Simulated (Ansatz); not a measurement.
# TiH (quartet): the correlation ladder at distance Ti1–H2 = 1.428 Å, def2-TZVPP

One table from this session's results is given with a row withheld; the runs are named, their logs left out.

The runs use Ansatz 0.2.0, Gaussian basis; def2-TZVPP, core rule «outside noble gas», up to 9 orbitals frozen.

The runs, in order: UHF; CCSD(T) on ROHF; CCSD(T) on UHF; CCSDT(Q) on ROHF; CCSDT(Q) on UHF; CASSCF and MRCISD+Q, 5 electrons in 5 orbitals; CASSCF and NEVPT2, 5 electrons in 5 orbitals.

22 further runs of the same task are left out: 16 for a known fault of the program, 6 that didn't finish.

### What is computed

The geometry derives from a PBE0/def2-TZVP stationary point (not a proven minimum). One bond is set to the value named and the two fragments are kept rigid.

2 atoms, charge 0, spin multiplicity 4.

Atoms are counted from 1 here; the program's logs count them from 0.

Bond lengths: Ti1–H2 1.428 Å.

The first run:

Contents of in.yaml:

```yaml
crystal:
  periodic: [false, false, false]
  atoms:
    - {symbol: Ti, position_ang: [0.000000, 0.000000, 0.000000]}
    - {symbol: H, position_ang: [0.000000, 0.000000, 1.428000]}
basis:
  gaussian: {orbitals: def2-TZVPP}
magnetization: {spin_polarized: true, initial_magnetization: 3}
hamiltonian: {xc: hf}
output: {orbitals: {seedname: orbitals}}
```

Command:

```
$ ansatz run in.yaml --threads 1 --pin off --events-out ev --progress --plain --max-ram 4096MiB --backend cpu
```

Steps of the session up to this table: UHF; CCSD(T) on ROHF; CCSD(T) on UHF; CCSDT(Q) on ROHF; CCSDT(Q) on UHF; CASSCF and MRCISD+Q, 5 electrons in 5 orbitals; CASSCF and NEVPT2, 5 electrons in 5 orbitals.

One of the session's tables, all rows but one given; the rest of the session is left out.

```
       method  from RCCSDT(Q) (kcal/mol)
         ROHF                     +49.03
          UHF                     +45.90
         RMP2                     +12.55
         UMP2                      +9.98
        RCCSD                      +2.13
        UCCSD                      -0.07
     RCCSD(T)                      +0.70
     UCCSD(T)                      -1.45
       RCCSDT                      +0.06
       UCCSDT                      -1.96
    RCCSDT(Q)                          0
    UCCSDT(Q)                      -1.99
  CASSCF pair                          ?
  NEVPT2 pair                     +15.00
  MRCISD pair                      +2.69
MRCISD+Q pair                      +0.73
```

Estimate the missing values for CASSCF pair.

**Answer.** from RCCSDT(Q) (kcal/mol): +40.79. In the column «from RCCSDT(Q) (kcal/mol)» it lies between NEVPT2 pair (+15.00) and UHF (+45.90).

Limits of these values: Restricted and unrestricted rows rest on different reference determinants; where their highest levels disagree by more than a few hundredths of an eV, they describe different states and don't form one ladder.
